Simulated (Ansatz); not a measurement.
This script drives the Ansatz DFT code, driven from Python.

`bend_geh4o2si.py`
```python
"""Bending curve of GeH4O2Si."""

import ansatz as az
from ase import Atoms

BASIS = "def2-SVP"
FUNCTIONAL = "r2scan"
VDW = "d3bj"
FMAX = 0.02


def main() -> None:
    atoms = Atoms(["O", "Si", "O", "Ge", "H", "H", "H", "H"], positions=[
        (-1.7231, 0.8422, -0.52),
        (-0.0734, 0.6713, -0.5738),
        (0.5183, 0.7011, 1.001),
        (0.7738, -1.0622, 0.7178),
        (-2.0842, 0.5252, -1.4187),
        (0.7515, 1.5375, -1.4512),
        (2.2232, -1.4554, 0.6038),
        (-0.294, -1.8169, 1.5852),
    ])

    # start the scan from a relaxed geometry
    first = (
        az.Crystal.molecule_from_ase(atoms).calculation()
        .basis(gaussian=BASIS)
        .functional(FUNCTIONAL, dispersion=VDW)
        .relax(force_tolerance=FMAX, max_steps=80)
    )
    atoms.positions = first.run(threads=1).report["positions_ang"]

    rows = []
    for angle in [85, 95, 105, 115, 125, 140, 160]:
        bent = atoms.copy()
        bent.set_angle(1, 0, 4, angle, indices=[4])
        model = (
            az.Crystal.molecule_from_ase(bent).calculation()
            .basis(gaussian=BASIS)
            .functional(FUNCTIONAL, dispersion=VDW)
        )
        rows.append((angle, model.run(threads=1).report["free_energy_ev"]))
    floor = min(e for _, e in rows)
    for angle, e in rows:
        print(f"angle Si1-O0-H4 = {angle:3d} deg   {1000 * (e - floor):9.1f} meV")


if __name__ == "__main__":
    main()
```

It is started by `python bend_geh4o2si.py`. Estimate its wall time and peak memory on 1 thread of Arm Neoverse V1 (shared host).

It took about 2.2 min, with a peak of 0.23 GiB, for 8 runs of the engine.

```console
$ python bend_geh4o2si.py
DeckWarning: the engine holds no damping parameters fitted to this dispersion correction and functional, so the run takes those fitted to r2scan beside the three-body term, which d3bj leaves out (hamiltonian.dispersion, under Limitations)
angle Si1-O0-H4 =  85 deg       459.7 meV
angle Si1-O0-H4 =  95 deg       194.6 meV
angle Si1-O0-H4 = 105 deg        51.6 meV
angle Si1-O0-H4 = 115 deg         0.0 meV
angle Si1-O0-H4 = 125 deg        13.7 meV
angle Si1-O0-H4 = 140 deg       104.5 meV
angle Si1-O0-H4 = 160 deg       248.0 meV
```
(Warnings from the package without file and line.)

The scan is rigid, and the energies are electronic, in a modest basis. The zero is the lowest point of the grid, which needn't be the minimum. A dispersion term here runs with damping parameters fitted for another variant or functional.
